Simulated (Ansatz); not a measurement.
**CCSDT/STO-3G run of SnSe (SMILES [Se][Sn])**

What is the electronic atomisation energy of SnSe at CCSDT/STO-3G? 

The results are computed with Ansatz 0.2.0.

53 further runs of the same task are left out: 14 that didn't finish, 39 set aside as unsound or not needed.

## 1. The molecule

SnSe: 2 atoms, total charge 0, spin state singlet. As SMILES, `[Se][Sn]`. The shape comes from GFN2-xTB, which is rough for such elements, and wasn't checked as a minimum.

Bond lengths: Se1–Sn2 2.338 Å.

## 2. A single-point energy at CCSDT/STO-3G

input.yaml reads:

```yaml
crystal:
  periodic: [false, false, false]
  atoms:
    - symbol: Se
      position_ang: [0.000000, 0.000000, 0.000000]
    - symbol: Sn
      position_ang: [0.000000, 0.000000, 2.338340]
basis:
  gaussian: {orbitals: STO-3G}
correlation: {method: ccsdt, frozen_orbitals: {Se: 9, Sn: 18}}
accuracy: high
scf: {omitted_lower_state_checks: [cluster_reference, increment]}
```

Started as:

```sh
$ ansatz run input.yaml --threads 1 --pin off --max-ram 2610MiB --events-out events.jsonl --progress --plain --runs-dir runs
```

Standard output, shortened:

```text
Warning: RAYON_NUM_THREADS=1 ignored (pool sized by the plan → 1); use --threads N
Functional definition: HF
  name "HF"
[...]
711 factors; integrals over basis functions are off by at most 1.0e-8 eV
[...]
mean field -226857.76509085 eV, -8336.8690973725 hartree, gradient 2.8e-8 eV, S^2 0.000000; 0 other end points of the search recorded, 0 dependent functions left out
27 core orbitals not correlated: weight in the atoms' cores, before any rotation towards them, 1.000 or more for the frozen orbitals, at most 0.000 for the correlated occupied ones
reference -226857.76509085 eV, -8336.8690973725 hartree; 15, 15 occupied and 3, 3 virtual orbitals, 711 factors
second order -1.86262596 eV of doubles, -0.00000000 eV of singles
cycle   1  -1.72171662 eV  change    1.4e-1 eV  update   1.9e-1
[...]
cycle  27  -2.27816242 eV  change   1.3e-10 eV  update   2.7e-9
Total energy: -226860.04325326 eV, -8336.9528182971 hartree
Checks for a lower state left out: cluster_reference, increment
```

It took 1.8 s on 1 thread of Arm Neoverse V1, shared host; peak memory 0.12 GiB.

## 3. The Se atom, same level

job.yaml reads:

```yaml
crystal:
  periodic: [false, false, false]
  atoms:
    - symbol: Se
      position_ang: [0.000000, 0.000000, 0.000000]
basis:
  gaussian:
    orbitals: STO-3G
magnetization:
  spin_polarized: true
  initial_magnetization: 2
correlation:
  method: ccsdt
  frozen_orbitals: {Se: 9}
accuracy: high
scf:
  omitted_lower_state_checks: [cluster_reference, increment]
```

Started as:

```sh
$ ansatz run job.yaml --threads 1 --pin off --max-ram 2610MiB --events-out events.jsonl --progress --plain --runs-dir runs
```

Standard output, shortened:

```text
Warning: RAYON_NUM_THREADS=1 ignored (pool sized by the plan → 1); use --threads N
[... 2 set-up lines as earlier in the session ...]
[...]
138 factors; integrals over basis functions are off by at most 4.8e-9 eV
[...]
mean field -64586.96930127 eV, -2373.5273432013 hartree, gradient 5.8e-9 eV, S^2 2.000000; 3 other end points of the search recorded, 0 dependent functions left out
9 core orbitals not correlated: weight in the atoms' cores, before any rotation towards them, 1.000 or more for the frozen orbitals, at most 0.000 for the correlated occupied ones
reference -64586.96930127 eV, -2373.5273432013 hartree; 9, 7 occupied and 0, 2 virtual orbitals, 138 factors
second order -0.00029988 eV of doubles, 0.00000000 eV of singles
cycle   1  -0.00031619 eV  change   -1.6e-5 eV  update   9.5e-5
[...]
cycle   5  -0.00031713 eV  change  -1.5e-12 eV  update  3.5e-11
Total energy: -64586.96961839 eV, -2373.5273548555 hartree
Checks for a lower state left out: cluster_reference, increment
```

Run time: 0.24 s. Hardware: 1 thread of Arm Neoverse V1, shared host.

## 4. The Sn atom at the same level

input.yaml reads:

```yaml
crystal:
  periodic: [false, false, false]
  atoms:
    - {symbol: Sn, position_ang: [0.000000, 0.000000, 0.000000]}
basis:
  gaussian: {orbitals: STO-3G}
magnetization: {spin_polarized: true, initial_magnetization: 2}
correlation: {method: ccsdt, frozen_orbitals: {Sn: 18}}
accuracy: high
scf: {omitted_lower_state_checks: [cluster_reference, increment]}
```

Run the same way, it converges to -5963.21986 Eh (log not shown).

## 5. Outcome

Level: CCSDT/STO-3G, 27 core orbitals frozen.

```
                                              quantity           value
                                molecule: total energy  -8336.95282 Eh
molecule: correlation energy (27 core orbitals frozen)       -83.7 mEh
                               molecule: T1 diagnostic           0.022
                                 Se atom: total energy  -2373.52735 Eh
  Se atom: correlation energy (9 core orbitals frozen)         0.0 mEh
            Se atom: ⟨S²⟩ of the reference determinant           2.000
                                Se atom: T1 diagnostic           0.000
                                 Sn atom: total energy  -5963.21986 Eh
 Sn atom: correlation energy (18 core orbitals frozen)       -13.7 mEh
            Sn atom: ⟨S²⟩ of the reference determinant           2.000
                                Sn atom: T1 diagnostic           0.000
                         electronic atomisation energy        5.595 eV
```

Taking the molecule apart into free atoms costs 5.59 eV (129 kcal/mol), before zero-point energy and without spin-orbit coupling. In a minimal basis such a difference can be off by several eV, whatever the method. The T1 diagnostic (molecule) of 0.022 is above the customary mark for such species, so a single reference may not serve. Relativity is left out (molecule) although the molecule holds a heavy atom. Relativity is left out (Sn atom) although the molecule holds a heavy atom.
